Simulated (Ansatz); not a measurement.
# AlH9N2Si (built from SMILES [NH2][AlH][NH2].[SiH4]): a reaction path by the nudged elastic band

What path joins these two structures, and how high does it climb? Both ends were relaxed at PBE0-D4 in triple zeta.

Program: Ansatz 0.2.0, Gaussian basis. Level of theory: PBE0-D4/def2-SVP. These are calculated values, not measurements.

23 further runs of the same task are left out: 1 that didn't finish, 22 set aside as unsound or not needed.

### 1 The starting structure

The first end: 13 atoms, charge 0, spin multiplicity 1.

Atoms are counted from 1 here; the program's logs count them from 0.

Bond lengths: Al1–H2 1.580 Å, Al1–N3 1.770 Å, Al1–N4 1.778 Å, N3–H7 1.006 Å, N3–H8 1.006 Å, N4–H9 1.007 Å, N4–H10 1.007 Å, H5–Si6 1.493 Å, Si6–H11 1.481 Å, Si6–H12 1.489 Å, Si6–H13 1.481 Å. Angles: H2–Al1–N3 120.5°, H2–Al1–N4 120.1°, N3–Al1–N4 119.3°, Al1–N3–H7 123.7°, Al1–N3–H8 126.2°, H7–N3–H8 110.1°, Al1–N4–H9 123.5°, Al1–N4–H10 125.9°, H9–N4–H10 110.0°, H5–Si6–H11 110.0°, H5–Si6–H12 106.9°, H5–Si6–H13 110.0°, H11–Si6–H12 108.9°, H11–Si6–H13 111.7°, H12–Si6–H13 109.2°.

Geometry (Å):

```xyz
13

Al    1.0690    0.4594    0.8166
H     2.1514   -0.5637    1.3431
N     1.4982    1.6778   -0.3936
N    -0.5612    0.4744    1.5258
H     0.3772   -1.3145   -0.7393
Si   -1.0786   -1.4292   -1.0483
H     2.4045    1.7397   -0.8270
H     0.8859    2.3812   -0.7719
H    -0.8417   -0.1213    2.2876
H    -1.2808    1.1526    1.3370
H    -1.6420   -0.0905   -1.3390
H    -1.1972   -2.2782   -2.2656
H    -1.7844   -2.0879    0.0746
```

The second end:

```xyz
13
AlH9N2Si
Al   -0.07798    0.75023   -0.03586
H     1.27571   -1.81287    1.54830
N     0.76686    2.06360   -0.86973
N    -0.21875    0.77795    1.73023
H     1.45663   -2.49498    1.30097
Si   -1.01727   -1.13162   -1.28208
H     0.89177    2.10437   -1.86780
H     1.18875    2.86916   -0.43706
H    -0.72003    0.08161    2.25724
H     0.13848    1.48768    2.34898
H    -1.90883   -0.69331   -2.39538
H     0.04903   -1.97596   -1.89597
H    -1.82428   -2.02586   -0.40182
```

### 2 The band at PBE0-D4/def2-SVP

File neb/in.yaml:

```yaml
crystal:
  periodic: [false, false, false]
  atoms:
    - {symbol: Al, position_ang: [1.068997, 0.459395, 0.816632]}
    - {symbol: H, position_ang: [2.151356, -0.563697, 1.343072]}
    - {symbol: N, position_ang: [1.498169, 1.677829, -0.393602]}
    - {symbol: N, position_ang: [-0.561241, 0.474385, 1.525788]}
    - {symbol: H, position_ang: [0.377238, -1.314489, -0.739276]}
    - {symbol: Si, position_ang: [-1.078580, -1.429183, -1.048313]}
    - {symbol: H, position_ang: [2.404461, 1.739699, -0.826979]}
    - {symbol: H, position_ang: [0.885907, 2.381197, -0.771942]}
    - {symbol: H, position_ang: [-0.841730, -0.121278, 2.287556]}
    - {symbol: H, position_ang: [-1.280823, 1.152636, 1.337012]}
    - {symbol: H, position_ang: [-1.641991, -0.090465, -1.338951]}
    - {symbol: H, position_ang: [-1.197245, -2.278166, -2.265595]}
    - {symbol: H, position_ang: [-1.784418, -2.087863, 0.074597]}
basis:
  gaussian: {orbitals: def2-SVP}
hamiltonian: {xc: pbe0, dispersion: d4}
neb:
  images: 5
  climbing: true
  max_iterations: 40
  initial_path: idpp
  final_atoms:
    - {symbol: Al, position_ang: [-0.077982, 0.750228, -0.035864]}
    - {symbol: H, position_ang: [1.275706, -1.812869, 1.548299]}
    - {symbol: N, position_ang: [0.766864, 2.063604, -0.869731]}
    - {symbol: N, position_ang: [-0.218747, 0.777954, 1.730228]}
    - {symbol: H, position_ang: [1.456633, -2.494978, 1.300967]}
    - {symbol: Si, position_ang: [-1.017265, -1.131623, -1.282082]}
    - {symbol: H, position_ang: [0.891773, 2.104373, -1.867800]}
    - {symbol: H, position_ang: [1.188754, 2.869164, -0.437064]}
    - {symbol: H, position_ang: [-0.720030, 0.081609, 2.257239]}
    - {symbol: H, position_ang: [0.138477, 1.487679, 2.348977]}
    - {symbol: H, position_ang: [-1.908830, -0.693314, -2.395376]}
    - {symbol: H, position_ang: [0.049030, -1.975964, -1.895967]}
    - {symbol: H, position_ang: [-1.824282, -2.025860, -0.401824]}
```

On the command line:

```bash
$ ansatz run in.yaml --threads 4 --pin off --events-out ev --progress --plain --max-ram 9574MiB
```

The log of the run:

```text
Functional definition: PBE0
  name "PBE0"
  cite "Adamo & Barone, J. Chem. Phys. 110, 6158 (1999) doi:10.1063/1.478522"
  cite "Perdew, Burke & Ernzerhof, Phys. Rev. Lett. 77, 3865 (1996) doi:10.1103/PhysRevLett.77.3865"
  parent pbe
  parameter a = 0.25
  parameter kappa = 0.804
  parameter beta = 0.06672455060314922
  exchange = (1 - a)*pbe_x(kappa = kappa, mu = beta*pi^2/3) + a*exact_x
  correlation = pbe_c(beta = beta)
1156 factors; integrals over basis functions are off by at most 4.0e-4 eV
mean field evaluation 1: about -17574.5371 eV, gradient 7.4e1 eV
mean field evaluation 2: about -17558.3661 eV, gradient 1.1e2 eV
mean field evaluation 4: about -17585.4580 eV, gradient 2.4e0 eV
mean field evaluation 8: about -17585.4866 eV, gradient 2.0e-2 eV
mean field -17585.48664723 eV, -646.2547144149 hartree, gradient 2.4e-5 eV, S^2 0.000000; 0 other end points of the search recorded, 0 dependent functions left out
the calculation of the forces begins
reference -17585.48668173 eV, -646.2547156826 hartree; 25, 25 occupied and 84, 84 virtual orbitals, 1156 factors
[... from here to the last solve, the lines of the solves are left out (153 solves) ...]
WARN: NEB end point (image 0): max|allowed force component| = 2.797e-1 eV/Å (the criterion of neb.relax_end_points is 1.000e-2). That is over neb.f_tol: it is no minimum, so the barrier can be far off. Relax it first
WARN: NEB end point (image 6): max|allowed force component| = 4.906e-1 eV/Å (the criterion of neb.relax_end_points is 1.000e-2). That is over neb.f_tol: it is no minimum, so the barrier can be far off. Relax it first
NEB iter   1: max|band force component| = 3.865e0 eV/Å  barrier→ = 5.4267 eV  barrier← = 5.2284 eV  Δτ_max = 0.2000 Å  (179 SCF iters)
NEB iter   2: max|band force component| = 3.368e0 eV/Å  barrier→ = 3.9879 eV  barrier← = 3.7896 eV  Δτ_max = 0.2000 Å  (140 SCF iters)
NEB iter   3: max|band force component| = 3.478e0 eV/Å  barrier→ = 3.1571 eV  barrier← = 2.9587 eV  Δτ_max = 0.2000 Å  (138 SCF iters)
NEB iter   4: max|band force component| = 2.252e0 eV/Å  barrier→ = 1.6685 eV  barrier← = 1.4701 eV  Δτ_max = 0.2000 Å  (129 SCF iters)
NEB iter   5: max|band force component| = 5.518e0 eV/Å  barrier→ = 1.6145 eV  barrier← = 1.4162 eV  Δτ_max = 0.1005 Å  (131 SCF iters)
NEB iter   6: max|band force component| = 1.531e0 eV/Å  barrier→ = 1.1308 eV  barrier← = 0.9325 eV  Δτ_max = 0.2000 Å  (125 SCF iters)
NEB iter   7: max|band force component| = 5.187e-1 eV/Å  barrier→ = 0.8563 eV  barrier← = 0.6580 eV  CI = image 3  Δτ_max = 0.1991 Å  (128 SCF iters)
NEB iter   8: max|band force component| = 1.513e0 eV/Å  barrier→ = 0.8972 eV  barrier← = 0.6989 eV  CI = image 3  Δτ_max = 0.1036 Å  (130 SCF iters)
NEB iter   9: max|band force component| = 8.019e-1 eV/Å  barrier→ = 1.0049 eV  barrier← = 0.8065 eV  CI = image 3  Δτ_max = 0.1975 Å  (125 SCF iters)
NEB iter  10: max|band force component| = 7.500e-1 eV/Å  barrier→ = 1.2267 eV  barrier← = 1.0284 eV  CI = image 3  Δτ_max = 0.1965 Å  (126 SCF iters)
NEB iter  11: max|band force component| = 7.830e-1 eV/Å  barrier→ = 1.4118 eV  barrier← = 1.2135 eV  CI = image 3  Δτ_max = 0.2000 Å  (125 SCF iters)
NEB iter  12: max|band force component| = 7.118e-1 eV/Å  barrier→ = 1.6413 eV  barrier← = 1.4430 eV  CI = image 3  Δτ_max = 0.0994 Å  (128 SCF iters)
NEB iter  13: max|band force component| = 4.807e-1 eV/Å  barrier→ = 1.7038 eV  barrier← = 1.5054 eV  CI = image 3  Δτ_max = 0.1972 Å  (125 SCF iters)
NEB iter  14: max|band force component| = 3.005e-1 eV/Å  barrier→ = 1.6244 eV  barrier← = 1.4260 eV  CI = image 3  Δτ_max = 0.1018 Å  (123 SCF iters)
NEB iter  15: max|band force component| = 2.383e-1 eV/Å  barrier→ = 1.5982 eV  barrier← = 1.3998 eV  CI = image 3  Δτ_max = 0.1107 Å  (118 SCF iters)
NEB iter  16: max|band force component| = 1.883e-1 eV/Å  barrier→ = 1.5833 eV  barrier← = 1.3849 eV  CI = image 3  Δτ_max = 0.0780 Å  (115 SCF iters)
NEB iter  17: max|band force component| = 1.529e-1 eV/Å  barrier→ = 1.5758 eV  barrier← = 1.3775 eV  CI = image 3  Δτ_max = 0.1234 Å  (116 SCF iters)
NEB iter  18: max|band force component| = 1.736e-1 eV/Å  barrier→ = 1.5790 eV  barrier← = 1.3806 eV  CI = image 3  Δτ_max = 0.0613 Å  (121 SCF iters)
NEB iter  19: max|band force component| = 1.051e-1 eV/Å  barrier→ = 1.5658 eV  barrier← = 1.3674 eV  CI = image 3  Δτ_max = 0.0520 Å  (116 SCF iters)
NEB iter  20: max|band force component| = 8.339e-2 eV/Å  barrier→ = 1.5647 eV  barrier← = 1.3663 eV  CI = image 3  Δτ_max = 0.0466 Å  (115 SCF iters)
NEB iter  21: max|band force component| = 6.314e-2 eV/Å  barrier→ = 1.5635 eV  barrier← = 1.3652 eV  CI = image 3  Δτ_max = 0.0319 Å  (117 SCF iters)
1158 factors; integrals over basis functions are off by at most 6.2e-4 eV
mean field -17585.30091202 eV, -646.2478887718 hartree, gradient 1.3e-6 eV, S^2 0.000000; 0 other end points of the search recorded, 0 dependent functions left out
the calculation of the forces begins
reference -17585.30094559 eV, -646.2478900055 hartree; 25, 25 occupied and 84, 84 virtual orbitals, 1158 factors
NEB iter  22: max|band force component| = 4.465e-2 eV/Å  barrier→ = 1.5629 eV  barrier← = 1.3645 eV  CI = image 3  CI's point: of a kind that is not told: the force calls were inconclusive, a negative curvature could not be distinguished from the path's own, the only one lies far off the path, or fixed occupations may fill a level only in part  Δτ_max = 0.0000 Å  (991 SCF iters)
Total energy: -17584.13649079 eV, -646.2050970806 hartree
Atom 0 at     0.476864     0.359890     0.487899 Å, force     0.008599    -0.028986    -0.030998 eV/Å
Atom 1 at     1.463602    -1.050748     0.717411 Å, force     0.007516     0.014835     0.003606 eV/Å
Atom 2 at     1.017017     1.565258    -0.700906 Å, force    -0.005559    -0.021269     0.003868 eV/Å
Atom 3 at    -0.244344     0.662408     2.081428 Å, force    -0.015283     0.016476     0.003732 eV/Å
Atom 4 at     0.630174    -1.259555     0.031622 Å, force    -0.005256     0.012698     0.011919 eV/Å
Atom 5 at    -0.901135    -1.252646    -1.118597 Å, force     0.023730     0.014526     0.008528 eV/Å
Atom 6 at     0.740813     1.592167    -1.674691 Å, force     0.005091     0.003003     0.006848 eV/Å
Atom 7 at     1.758266     2.234379    -0.527597 Å, force    -0.002912    -0.002433    -0.002205 eV/Å
Atom 8 at    -0.122517     0.075992     2.897927 Å, force    -0.004243     0.006049    -0.001316 eV/Å
Atom 9 at    -1.001395     1.320739     2.227341 Å, force     0.013185    -0.018675     0.006834 eV/Å
Atom 10 at    -1.738253    -0.111371    -1.630162 Å, force    -0.010710    -0.008453    -0.007460 eV/Å
Atom 11 at    -0.256060    -1.892160    -2.311456 Å, force    -0.015277     0.008996     0.006594 eV/Å
Atom 12 at    -1.822931    -2.244352    -0.480220 Å, force     0.001118     0.003233    -0.009950 eV/Å
Dipole moment:     0.067098     0.152823     0.125635 e Å
```

It took 11 min on 4 threads of AMD EPYC, shared host.

The last band:

```csv
image,path (Å),energy (kJ/mol),Al1–Si6 (Å),H2–H5 (Å),Al1–H2 (Å),H5–Si6 (Å)
0,0.00,0.0,3.41,2.84,1.58,1.49
1,1.42,4.5,3.43,2.66,1.58,1.50
2,2.85,23.3,3.31,2.27,1.59,1.50
3,4.27,150.8,2.66,1.10,1.74,1.92
4,5.65,37.4,2.44,0.77,2.39,2.88
5,7.02,17.8,2.44,0.76,2.75,3.70
6,8.40,19.1,2.44,0.75,3.30,3.83
```

The highest image, 3:

```xyz
13
AlH9N2Si
Al    0.4769    0.3599    0.4879
H     1.4636   -1.0507    0.7174
N     1.0170    1.5653   -0.7009
N    -0.2443    0.6624    2.0814
H     0.6302   -1.2596    0.0316
Si   -0.9011   -1.2526   -1.1186
H     0.7408    1.5922   -1.6747
H     1.7583    2.2344   -0.5276
H    -0.1225    0.0760    2.8979
H    -1.0014    1.3207    2.2273
H    -1.7383   -0.1114   -1.6302
H    -0.2561   -1.8922   -2.3115
H    -1.8229   -2.2444   -0.4802
```

### 3 Summary of results

| quantity | value |
| --- | --- |
| PBE0-D4/def2-SVP, 22 iterations | highest 150.8 kJ/mol (image 3), last end +19.1 kJ/mol |
| from earlier runs: barrier over the separately found saddle, CCSD(T)/def2-TZVPP | 183.7 kJ/mol |

What this shows: The highest image lies 150.8 kJ/mol above the first end, and it climbed, so it estimates the saddle. The ends are not quite minima at this level (largest force component 0.49 eV/Å), so the heights are unreliable: relaxing the first end would lower it and raise the barrier above it. The highest image is 32.9 kJ/mol below the CCSD(T) barrier in triple zeta, which comes from separate runs on the saddle.
